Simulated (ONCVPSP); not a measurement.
# An ONCV potential for tin, from input to tests

Aim: build the potential from the settings below, then test how well it stands in for the atom: other configurations, scattering, ghost states and the plane-wave cutoff that it needs.

Program: ONCVPSP 4.0.1. Reference atom: LDA (Perdew-Wang 92), scalar-relativistic, spherical and spin-unpolarised. All values are calculated.

## 1. The design

Typed settings, in words:

```
element                 : tin (Sn, Z = 50)
type                    : optimised norm-conserving Vanderbilt (ONCV)
frozen core             : [Ar] 3d10
valence charge          : 22
reference configuration : 4s2 4p6 4d10 5s2 5p2
partial waves           : 4s+5s: rc 1.45 bohr, ncon 4, nbas 7, qcut 8.7 1/bohr, 3 projectors, debl 0.5 Ha; 4p+5p: rc 1.70 bohr, ncon 4, nbas 8, qcut 7.7 1/bohr, 3 projectors, debl 3.6 Ha; 4d: rc 1.20 bohr, ncon 4, nbas 9, qcut 11.6 1/bohr, local
local potential         : the d channel
core correction         : Teter function fitted to the true core (icmod 2), fcfact 0.3
```

An earlier all-electron run gives the scale for the radii.

All-electron outer shells of the reference configuration (LDA (PZ), scalar-relativistic, ld1.x):

```tsv
shell	level (eV)	outermost node (bohr)	outermost maximum (bohr)
3p	-698.39	0.14	0.30
3d	-473.70	–	0.25
4s	-133.65	0.40	0.74
4p	-89.56	0.41	0.79
4d	-25.90	0.39	0.88
5s	-10.81	0.98	2.01
5p	-3.87	1.09	2.55
```

## 2. Generation

Input file Sn.dat:

```
# ATOM AND REFERENCE CONFIGURATION
# atsym  z   nc   nv     iexc    psfile
  Sn 50.00    6    5  -001012      upf
#
#   n    l    f
    1    0    2.00
    2    0    2.00
    2    1    6.00
    3    0    2.00
    3    1    6.00
    3    2   10.00
    4    0    2.00
    4    1    6.00
    4    2   10.00
    5    0    2.00
    5    1    2.00
#
# PSEUDOPOTENTIAL AND OPTIMIZATION
# lmax
    2
#
#   l,   rc,      ep,       ncon, nbas, qcut
    0    1.45    0.00    4    7    8.70
    1    1.70    0.00    4    8    7.70
    2    1.20    0.00    4    9   11.60
#
# LOCAL POTENTIAL
# lloc, lpopt,  rc(5),   dvloc0
    2    5    1.20    0.00
#
# VANDERBILT-KLEINMAN-BYLANDER PROJECTORs
# l, nproj, debl
    0    3    0.50
    1    3    3.60
    2    0    2.30
#
# MODEL CORE CHARGE
# icmod, fcfact, rcfact
    2    0.30    1.15
#
# LOG DERIVATIVE ANALYSIS
# epsh1, epsh2, depsh
   -6.00    5.00    0.04
#
# OUTPUT GRID
# rlmax, drl
    6.00    0.01
#
# TEST CONFIGURATIONS
# ncnf
    4
# nvcnf
#   n    l    f
    5
    4    0    2.00
    4    1    6.00
    4    2   10.00
    5    0    2.00
    5    1    1.00
#
    5
    4    0    2.00
    4    1    6.00
    4    2   10.00
    5    0    2.00
    5    1    0.00
#
    5
    4    0    2.00
    4    1    6.00
    4    2   10.00
    5    0    1.00
    5    1    0.00
#
    5
    4    0    1.00
    4    1    6.00
    4    2   10.00
    5    0    2.00
    5    1    2.00
#
```

Command:

```sh
$ oncvpsp.x < Sn.dat > Sn.out
```

Output in Sn.out (without the consistency checks and plot data):

```text
ONCVPSP  (Optimized Norm-Conservinng Vanderbilt PSeudopotential)
scalar-relativistic version 4.0.1

#   n    l    f        energy (Ha)
    1    0    2.00    -1.0650008E+03
    2    0    2.00    -1.6081037E+02
    2    1    6.00    -1.4444786E+02
    3    0    2.00    -3.1012425E+01
    3    1    6.00    -2.5665022E+01
    3    2   10.00    -1.7407746E+01
    4    0    2.00    -4.9118186E+00
    4    1    6.00    -3.2913726E+00
    4    2   10.00    -9.5195564E-01
    5    0    2.00    -3.9728240E-01
    5    1    2.00    -1.4213463E-01

Reference configufation results
  iterations    21
  all-electron total energy (Ha)   -6.17186696D+03

Begin loop to  construct optimized pseudo wave functions
and semi-local pseudopoentials for all angular momenta

   Wellstate for l =  0  n =  6
     eigenvalue =   0.1027
     asymptotic potential =   0.6027
     half-point radius =  8.9343

Calculating optimized projector #   1

 for l=   0

    Fraction of norm inside rc  0.974721
    Optimizing pswf for qcut=   8.71 a_B^-1,  ecut=  37.91 Ha
    Residual kinetic energy error=  2.96D-06 Ha

    Energy error per electron        Cutoff
         Ha          eV             Ha
         0.01000     0.27211       19.80
         0.00100     0.02721       26.81
         0.00010     0.00272       31.85
         0.00001     0.00027       35.58

Calculating optimized projector #   2

 for l=   0

    Fraction of norm inside rc  0.102817
    Optimizing pswf for qcut=   8.71 a_B^-1,  ecut=  37.91 Ha
    Residual kinetic energy error=  1.17D-05 Ha

    Energy error per electron        Cutoff
         Ha          eV             Ha
         0.01000     0.27211       17.62
         0.00100     0.02721       26.90
         0.00010     0.00272       33.10
         0.00001     0.00027       39.29

Calculating optimized projector #   3

 for l=   0

    Fraction of norm inside rc  0.028295
    Optimizing pswf for qcut=   8.71 a_B^-1,  ecut=  37.91 Ha
    Residual kinetic energy error=  3.72D-06 Ha

    Energy error per electron        Cutoff
         Ha          eV             Ha
         0.01000     0.27211        7.11
         0.00100     0.02721       23.06
         0.00010     0.00272       30.40
         0.00001     0.00027       35.82

   Wellstate for l =  1  n =  7
     eigenvalue =   3.4579
     asymptotic potential =   3.9579
     half-point radius =  3.3548

Calculating optimized projector #   1

 for l=   1

    Fraction of norm inside rc  0.983045
    Optimizing pswf for qcut=   7.70 a_B^-1,  ecut=  29.67 Ha
    Residual kinetic energy error=  5.54D-06 Ha

    Energy error per electron        Cutoff
         Ha          eV             Ha
         0.01000     0.27211       18.38
         0.00100     0.02721       22.53
         0.00010     0.00272       25.93
         0.00001     0.00027       29.39

Calculating optimized projector #   2

 for l=   1

    Fraction of norm inside rc  0.075987
    Optimizing pswf for qcut=   7.70 a_B^-1,  ecut=  29.67 Ha
    Residual kinetic energy error=  1.01D-06 Ha

    Energy error per electron        Cutoff
         Ha          eV             Ha
         0.01000     0.27211       13.99
         0.00100     0.02721       19.19
         0.00010     0.00272       23.45
         0.00001     0.00027       26.78

Calculating optimized projector #   3

 for l=   1

    Fraction of norm inside rc  0.113779
    Optimizing pswf for qcut=   7.70 a_B^-1,  ecut=  29.67 Ha
    Residual kinetic energy error=  6.34D-06 Ha

    Energy error per electron        Cutoff
         Ha          eV             Ha
         0.01000     0.27211       17.72
         0.00100     0.02721       22.19
         0.00010     0.00272       25.79
         0.00001     0.00027       29.57

Calculating optimized projector #   1

 for l=   2

    Fraction of norm inside rc  0.654535
    Optimizing pswf for qcut=  11.59 a_B^-1,  ecut=  67.20 Ha
    Residual kinetic energy error=  8.68D-07 Ha

    Energy error per electron        Cutoff
         Ha          eV             Ha
         0.01000     0.27211       36.06
         0.00100     0.02721       45.75
         0.00010     0.00272       54.09
         0.00001     0.00027       60.56

Construct Vanderbilt / Kleinmman-Bylander projectors

B matrix Hermiticity error, ll=   0
   1   2    8.3276E-04
   1   3   -4.7507E-04
   2   3    1.7951E-05

  Orthonormal projector coefficients  6.7311E+01  1.0313E+01  2.1261E+00

B matrix Hermiticity error, ll=   1
   1   2    3.7093E-04
   1   3    9.6097E-04
   2   3   -1.7906E-04

  Orthonormal projector coefficients  8.0212E+00  1.7925E+00  1.4900E-01

Model core correction analysis
  based on d2Exc/dn_idn_j

d2excae - all-electron derivatives

   -3.254292D-02   -3.003842D-02   -2.282944D-02   -2.689852D-03
   -1.308380D-03
   -3.003849D-02   -2.859264D-02   -2.298808D-02   -3.283653D-03
   -1.492837D-03
   -2.282957D-02   -2.298815D-02   -2.153019D-02   -6.780756D-03
   -3.229358D-03
   -2.689855D-03   -3.283608D-03   -6.780384D-03   -2.301286D-02
   -1.879554D-02
   -1.308394D-03   -1.492837D-03   -3.229222D-03   -1.879452D-02
   -2.156093D-02

d2excps - pseudofunction derivatives with no core correction

   -4.452017D-02   -3.587680D-02   -2.524123D-02   -4.042903D-03
   -1.789465D-03
   -3.587739D-02   -3.329085D-02   -2.602429D-02   -3.879394D-03
   -1.798632D-03
   -2.524154D-02   -2.602441D-02   -2.380548D-02   -6.972286D-03
   -3.380958D-03
   -4.043165D-03   -3.879369D-03   -6.971917D-03   -2.314981D-02
   -1.883803D-02
   -1.789537D-03   -1.798644D-03   -3.380825D-03   -1.883700D-02
   -2.158018D-02

rms 2nd derivative error    3.311313E-03

amplitude prefactor, scale prefactor
   12.0832    1.1504

d2excps - pseudofunction derivatives with core correction

   -3.004885D-02   -2.843322D-02   -2.202677D-02   -2.602438D-03
   -1.293885D-03
   -2.843320D-02   -2.861645D-02   -2.376421D-02   -3.171605D-03
   -1.500785D-03
   -2.202681D-02   -2.376426D-02   -2.262021D-02   -6.681113D-03
   -3.242883D-03
   -2.602430D-03   -3.171555D-03   -6.680741D-03   -2.300423D-02
   -1.878991D-02
   -1.293894D-03   -1.500784D-03   -3.242747D-03   -1.878889D-02
   -2.156077D-02

rms 2nd derivative error    7.776236E-04

Pseudoatom total energy -215.391929

Diagnostic tests using Vanderbilt-Kleinman-Bylander pseudopotentials
  1 or more projectors used as specified by nproj input data

   l    rcore       rmatch      e in        delta e   norm test  slope test

   0   1.4527393   1.4968476  -4.9118186   0.0000082   1.0002939   1.0002664
   0   1.4527393   1.4968476  -0.3972824   0.0000073   1.0000529   1.0000398
   0   1.4527393   1.4968476   0.1027176   0.0000364   1.0002925   1.0002925

   1   1.7073917   1.7592318  -3.2913726   0.0000150   1.0002456   1.0002317
   1   1.7073917   1.7592318  -0.1421346   0.0000046   1.0000407   1.0000261
   1   1.7073917   1.7592318   3.4578654   0.0000524   1.0003673   1.0003673

   2   1.2068416   1.2434840  -0.9519556  -0.0000120   0.9999987   1.0000233

 Testing for bound ghosts
   n   l    E NL Schr. Eq   E Basis Diag.   E Cutoff

   1   0       -4.911810       -4.911810    125.66
   2   0       -0.397275       -0.358282    125.66

   2   1       -3.291358       -3.291357    136.61
   3   1       -0.142130       -0.091985    136.61

 Testing for highly-localized positive-energy ghosts
       l    <radius>/rc     E Basis Diag.   E Cutoff

       0        0.163741       29.723278    125.66  WARNING - GHOST(+)

       0        0.274630      108.593243    125.66  WARNING - GHOST(+)

Test configuration 0

   n   l     f        eae           eps        diff
   1   0  2.0000-1065.00076420
   2   0  2.0000 -160.81036882
   2   1  6.0000 -144.44786101
   3   0  2.0000  -31.01242538
   3   1  6.0000  -25.66502207
   3   2 10.0000  -17.40774624
   4   0  2.0000   -4.91181856   -4.91181038    8.19D-06
   4   1  6.0000   -3.29137257   -3.29135758    1.50D-05
   4   2 10.0000   -0.95195564   -0.95196765   -1.20D-05
   5   0  2.0000   -0.39728240   -0.39727507    7.33D-06
   5   1  2.0000   -0.14213463   -0.14213000    4.63D-06

    Total energies and differences
      AE_ref= -6.17186696D+03  AE_tst= -6.17186696D+03  dif=  0.00D+00
      PS_ref= -2.15391929D+02  PS_tst= -2.15391929D+02  dif=  3.27D-12
      PSP excitation error= -3.27D-12

Test configuration 1

   n   l     f        eae           eps        diff
   1   0  2.0000-1065.29930900
   2   0  2.0000 -161.10731984
   2   1  6.0000 -144.74501208
   3   0  2.0000  -31.30906263
   3   1  6.0000  -25.96167581
   3   2 10.0000  -17.70433789
   4   0  2.0000   -5.20798930   -5.20808711   -9.78D-05
   4   1  6.0000   -3.58749486   -3.58753290   -3.80D-05
   4   2 10.0000   -1.24699447   -1.24702358   -2.91D-05
   5   0  2.0000   -0.66727465   -0.66726931    5.34D-06
   5   1  1.0000   -0.38657080   -0.38656482    5.98D-06

    Total energies and differences
      AE_ref= -6.17186696D+03  AE_tst= -6.17160634D+03  dif=  2.61D-01
      PS_ref= -2.15391929D+02  PS_tst= -2.15131243D+02  dif=  2.61D-01
      PSP excitation error= -5.76D-05

Test configuration 2

   n   l     f        eae           eps        diff
   1   0  2.0000-1065.65511441
   2   0  2.0000 -161.45983755
   2   1  6.0000 -145.09792221
   3   0  2.0000  -31.66081919
   3   1  6.0000  -26.31346242
   3   2 10.0000  -18.05601772
   4   0  2.0000   -5.55827565   -5.55871805   -4.42D-04
   4   1  6.0000   -3.93755159   -3.93773136   -1.80D-04
   4   2 10.0000   -1.59461172   -1.59466785   -5.61D-05
   5   0  2.0000   -0.97496021   -0.97497611   -1.59D-05

    Total energies and differences
      AE_ref= -6.17186696D+03  AE_tst= -6.17108237D+03  dif=  7.85D-01
      PS_ref= -2.15391929D+02  PS_tst= -2.14607149D+02  dif=  7.85D-01
      PSP excitation error= -1.82D-04

Test configuration 3

   n   l     f        eae           eps        diff
   1   0  2.0000-1066.10896006
   2   0  2.0000 -161.90766057
   2   1  6.0000 -145.54613910
   3   0  2.0000  -32.10825062
   3   1  6.0000  -26.76088490
   3   2 10.0000  -18.50318867
   4   0  2.0000   -6.00258913   -6.00479993   -2.21D-03
   4   1  6.0000   -4.38099479   -4.38176055   -7.66D-04
   4   2 10.0000   -2.03153991   -2.03159504   -5.51D-05
   5   0  1.0000   -1.33969498   -1.33992063   -2.26D-04

    Total energies and differences
      AE_ref= -6.17186696D+03  AE_tst= -6.16992671D+03  dif=  1.94D+00
      PS_ref= -2.15391929D+02  PS_tst= -2.13451178D+02  dif=  1.94D+00
      PSP excitation error= -5.01D-04

Test configuration 4

   n   l     f        eae           eps        diff
   1   0  2.0000-1065.77260709
   2   0  2.0000 -161.53901051
   2   1  6.0000 -145.17921596
   3   0  2.0000  -31.72967938
   3   1  6.0000  -26.38213627
   3   2 10.0000  -18.12424647
   4   0  1.0000   -5.53806069   -5.56183043   -2.38D-02
   4   1  6.0000   -3.90075404   -3.90911843   -8.36D-03
   4   2 10.0000   -1.51422371   -1.51427655   -5.28D-05
   5   0  2.0000   -0.75625532   -0.75747042   -1.22D-03
   5   1  2.0000   -0.44535576   -0.44562630   -2.71D-04

    Total energies and differences
      AE_ref= -6.17186696D+03  AE_tst= -6.16665135D+03  dif=  5.22D+00
      PS_ref= -2.15391929D+02  PS_tst= -2.10162627D+02  dif=  5.23D+00
      PSP excitation error= -1.37D-02
```

It took 4.6 s on 1 thread, shared host.

Partial waves on a coarse radial grid (AE all-electron, PS pseudo):

```
r (bohr)    4p AE   4p PS    4s AE   4s PS
   0.085   0.3773  0.0364   0.4792  0.1837
   0.170  -0.3708  0.1402  -0.2717  0.3668
   0.255  -0.6747  0.2972  -0.7337  0.5469
   0.340  -0.3927  0.4866  -0.4373  0.7188
   0.425   0.1179  0.6841   0.1613  0.8742
   0.510   0.5998  0.8659   0.7125  1.0031
   0.595   0.9472  1.0125   1.0826  1.0957
   0.680   1.1452  1.1110   1.2632  1.1449
   0.765   1.2179  1.1556   1.2954  1.1476
   0.850   1.2018  1.1488   1.2311  1.1066
   0.935   1.1293  1.0979   1.1129  1.0287
   1.020   1.0262  1.0143   0.9718  0.9246
   1.105   0.9103  0.9104   0.8277  0.8061
   1.190   0.7932  0.7979   0.6920  0.6844
   1.275   0.6819  0.6866   0.5704  0.5686
   1.360   0.5800  0.5828   0.4649  0.4647
   1.445   0.4893  0.4904   0.3757  0.3756
   1.530   0.4101  0.4103   0.3015  0.3014
   1.615   0.3419  0.3418   0.2405  0.2404
   1.700   0.2837  0.2836   0.1909  0.1908
   1.785   0.2345  0.2345   0.1510  0.1509
   1.870   0.1933  0.1933   0.1190  0.1189
   1.955   0.1589  0.1589   0.0935  0.0935
   2.040   0.1304  0.1303   0.0733  0.0733
   2.125   0.1068  0.1067   0.0574  0.0573
   2.210   0.0873  0.0872   0.0448  0.0448
```

Densities times 4π (e/bohr³); a dash where the program caps the true core:

```csv
r (bohr),pseudo valence,true core,model core
0.085,11.5,–,480.1
0.255,21.07,–,297.2
0.425,35.94,183.3,108.3
0.595,42.63,20.68,20.27
0.765,35.54,2.008,1.291
0.935,22.82,0.1893,0.0001688
1.105,12.55,0.01823,0.006462
1.275,6.546,0.001818,0.0001065
1.445,3.508,0.0001867,0.0002424
1.615,2.022,1.999e-05,2.648e-05
1.785,1.263,2.171e-06,1.659e-05
1.955,0.848,2.362e-07,0
2.125,0.6008,0,0
```

## 3. Transferability, from the output's test configurations

Energies count from the reference configuration 4s2 4p6 4d10 5s2 5p2; the error is all-electron less pseudo.

```tsv
valence configuration	charge	ΔE all-electron (eV)	error AE − PS (meV)
4s2 4p6 4d10 5s2 5p1	+1	7.092	-1.6
4s2 4p6 4d10 5s2 5p0	+2	21.350	-5.0
4s2 4p6 4d10 5s1 5p0	+3	52.797	-14
4s1 4p6 4d10 5s2 5p2	+1	141.924	-373
```

## 4. Does it scatter like the atom?

Taken from the files of the generation run. The phase is arctan(r·R′/R) of the radial function R, unwrapped, with energies in Ha. A pole is an energy at which the radial function vanishes at the test radius. The pseudo phase is shifted by a multiple of π to meet the all-electron one at the reference energy. Levels narrower than the energy grid can be missing from the poles. The last column is the largest difference on the grid between −0.5 and +0.5 Ha.

| channel | radius (bohr) | reference (Ha) | poles AE | poles PS | window around the reference with phases within 0.05 rad (Ha) | largest difference near zero (rad) |
| --- | --- | --- | --- | --- | --- | --- |
| s | 1.47 | -0.40 | -4.57 | -4.57 | the whole range | 0.000 |
| p | 1.73 | -0.14 | -3.12, 4.82 | -3.12, 4.82 | the whole range | 0.000 |
| d | 1.22 | -0.95 | 1.47 | 1.46 | the whole range | 0.000 |

Phases (rad) along the scan:

```
E (Ha)    d AE    d PS    p AE    p PS
 -5.96   1.180   1.180   1.332   1.332
 -5.40   1.137   1.137   1.307   1.307
 -4.84   1.079   1.078   1.268   1.268
 -4.28   0.996   0.994   1.191   1.191
 -3.72   0.867   0.865   0.828   0.829
 -3.16   0.650   0.648  -1.542  -1.542
 -2.60   0.264   0.261  -1.768  -1.768
 -2.04  -0.316  -0.318  -1.866  -1.866
 -1.48  -0.828  -0.829  -1.964  -1.964
 -0.92  -1.132  -1.132  -2.107  -2.107
 -0.36  -1.307  -1.307  -2.373  -2.373
  0.20  -1.418  -1.418  -2.938  -2.938
  0.76  -1.496  -1.497  -3.721  -3.721
  1.32  -1.557  -1.558  -4.176  -4.175
  1.88  -1.608  -1.609  -4.388  -4.388
  2.44  -1.654  -1.655  -4.504  -4.504
  3.00  -1.698  -1.701  -4.577  -4.577
  3.56  -1.745  -1.749  -4.629  -4.629
  4.12  -1.798  -1.803  -4.670  -4.670
  4.68  -1.861  -1.870  -4.704  -4.704
```

## 5. Convergence and ghost test

From the same output: the cutoffs (Ha) at which the residual kinetic energy of the hardest occupied pseudo-wave falls to 1 and 0.1 mHa per electron are 46 Ha and 54 Ha.

The program's own ghost test: no bound ghost flagged; GHOST(+) flagged for s at 808.8 eV, s at 2955.0 eV.

Cutoff (Ha) at which the first wave of each channel reaches a given error (Ha per electron):

| error | s | p | d |
| --- | --- | --- | --- |
| 1.0e-02 | 19.8 | 18.4 | 36.1 |
| 3.2e-03 | 23.7 | 20.6 | 41.3 |
| 1.0e-03 | 26.8 | 22.5 | 45.7 |
| 3.2e-04 | 29.4 | 24.6 | 50.4 |
| 1.0e-04 | 31.8 | 25.9 | 54.1 |
| 3.2e-05 | 33.8 | 27.3 | 57.4 |
| 1.0e-05 | 35.6 | 29.4 | 60.6 |

## 6. Results

```
                                                quantity                                                  value
  cutoffs for 1 and 0.1 mHa per electron, occupied waves                                        46 Ha and 54 Ha
                                            bound ghosts                                             none found
                                          GHOST(+) flags  s at 809 eV (1 near or above the test basis's cutoff)
                            largest test error (AE − PS)                     -373 meV, for 4s1 4p6 4d10 5s2 5p2
largest phase difference near zero energy, channels read                                              0.000 rad
 rms error of d²Exc/dn², without and with the model core                                      3.31 and 0.78 mHa
```

What this shows: By total energies transferability is fair for so large an energy: the largest error is 373 meV on 141.9 eV, for 4s1 4p6 4d10 5s2 5p2. That test lies far up in energy; among those under 40 eV, nearer to bonding, the largest error is 5.0 meV. By its cutoff, 46 Ha for the looser tolerance, it is hard. At the looser tolerance the 4d wave is the slowest; 5s needs 27 Ha. It is free of bound ghosts as far as tested. Near zero energy the phases of the channels with partial waves agree within 0.001 rad. The program also flags highly localised states, GHOST(+) (s).
